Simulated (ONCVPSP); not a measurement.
# Pseudopotential generation for Zn: ONCV, PBE

Task: generate the file, and judge it by its errors in other configurations, its logarithmic derivatives, its ghosts and its cutoff.

The numbers are computed with ONCVPSP 4.0.1 (PBE, fully relativistic, spin-unpolarised reference atom).

## Step 1: The design

Typed settings, in words:

```json
{"element": "zinc (Zn, Z = 30)", "type": "optimised norm-conserving Vanderbilt (ONCV)", "frozen core": "[Ne] 3s2", "valence charge": "18", "reference configuration": "3p6 3d10 4s1 (charge +1)", "partial waves": "4s: rc 1.95 bohr, ncon 4, nbas 8, qcut 3.3 1/bohr, 2 projectors, debl 1.5 Ha; 3p: rc 0.95 bohr, ncon 5, nbas 9, qcut 15.4 1/bohr, 2 projectors, debl 2.3 Ha; 3d: rc 1.45 bohr, ncon 4, nbas 8, qcut 11.8 1/bohr, 2 projectors, debl 3.9 Ha; f scattering state at 0.04 Ha: rc 1.75 bohr, ncon 4, nbas 8, qcut 6 1/bohr, 2 projectors, debl 1.6 Ha", "local potential": "polynomial inside 0.85 bohr (lpopt 1, dvloc0 0 Ha)", "core correction": "Teter function, fcfact 2.25, rcfact 1.3"}
```

The outer shells as boxes (Hund's rule for the drawing; the calculation is spin-unpolarised):

```
[Ne] core
3s [↑↓]
3p [↑↓][↑↓][↑↓]
3d [↑↓][↑↓][↑↓][↑↓][↑↓]
4s [↑ ]
```

The nodes and maxima of the atom's own shells, from an earlier all-electron run, set the scale for the radii.

All-electron outer shells of the reference configuration (PBE, scalar-relativistic, ld1.x):

| shell | level (eV) | outermost node (bohr) | outermost maximum (bohr) |
| --- | --- | --- | --- |
| 3s | -138.90 | 0.28 | 0.59 |
| 3p | -93.08 | 0.25 | 0.59 |
| 3d | -19.76 | – | 0.57 |
| 4s | -14.00 | 0.84 | 1.99 |
| 4p | -7.78 | 0.91 | 2.55 |

## Step 2: Generation

File Zn.dat:

```
# ATOM AND REFERENCE CONFIGURATION
# atsym  z   nc   nv     iexc    psfile
  Zn 30.00    4    3        4      upf
#
#   n    l    f
    1    0    2.00
    2    0    2.00
    2    1    6.00
    3    0    2.00
    3    1    6.00
    3    2   10.00
    4    0    1.00
#
# PSEUDOPOTENTIAL AND OPTIMIZATION
# lmax
    3
#
#   l,   rc,      ep,       ncon, nbas, qcut
    0    1.95    0.00    4    8    3.30
    1    0.95    0.00    5    9   15.40
    2    1.45    0.00    4    8   11.80
    3    1.75    0.04    4    8    6.00
#
# LOCAL POTENTIAL
# lloc, lpopt,  rc(5),   dvloc0
    4    1    0.85    0.00
#
# VANDERBILT-KLEINMAN-BYLANDER PROJECTORs
# l, nproj, debl
    0    2    1.50
    1    2    2.30
    2    2    3.90
    3    2    1.60
#
# MODEL CORE CHARGE
# icmod, fcfact, rcfact
    3    2.25    1.30
#
# LOG DERIVATIVE ANALYSIS
# epsh1, epsh2, depsh
   -5.00    5.00    0.04
#
# OUTPUT GRID
# rlmax, drl
    6.00    0.01
#
# TEST CONFIGURATIONS
# ncnf
    4
# nvcnf
#   n    l    f
    3
    3    1    6.00
    3    2   10.00
    4    0    2.00
#
    3
    3    1    6.00
    3    2   10.00
    4    0    0.00
#
    3
    3    1    6.00
    3    2    9.00
    4    0    0.00
#
    4
    3    1    6.00
    3    2   10.00
    4    0    0.00
    4    1    1.00
#
```

Launch:

```
$ oncvpspr.x < Zn.dat > Zn.out
```

What does the calculation give? Wanted: cutoffs for 1 and 0.1 mHa per electron, occupied waves; bound ghosts; GHOST(+) flags; largest test error; largest phase difference near zero energy, channels read; rms error of d²Exc/dn², without and with the model core; projector energies reset by the program.

The runs gave:

```
                                                quantity                     value
  cutoffs for 1 and 0.1 mHa per electron, occupied waves           68 Ha and 93 Ha
                                            bound ghosts            s at -42.75 eV
                                          GHOST(+) flags        none at low energy
                            largest test error (AE − PS)  +82 meV, for 3p6 3d9 4s0
largest phase difference near zero energy, channels read                 0.000 rad
 rms error of d²Exc/dn², without and with the model core         8.70 and 7.91 mHa
                 projector energies reset by the program       p: -3.383, 0.250 Ha
```

In words: A bound ghost (s) makes it unfit for use: electrons can fall into a state that the atom doesn't have. By total energies transferability is fair: the largest error is 82 meV on 59.0 eV, for 3p6 3d9 4s0. That test lies far up in energy; among those under 40 eV, nearer to bonding, the largest error is 6.5 meV. By its cutoff, 68 Ha for the looser tolerance, it is very hard. At the looser tolerance the 3p wave is the slowest; 3d needs 53 Ha. Near zero energy the phases of the channels with partial waves agree within 0.001 rad. The pseudo curves have a pole with no partner nearby in the atom's: s at -1.57 Ha. These are tests on the free atom; a crystal test is still owed.
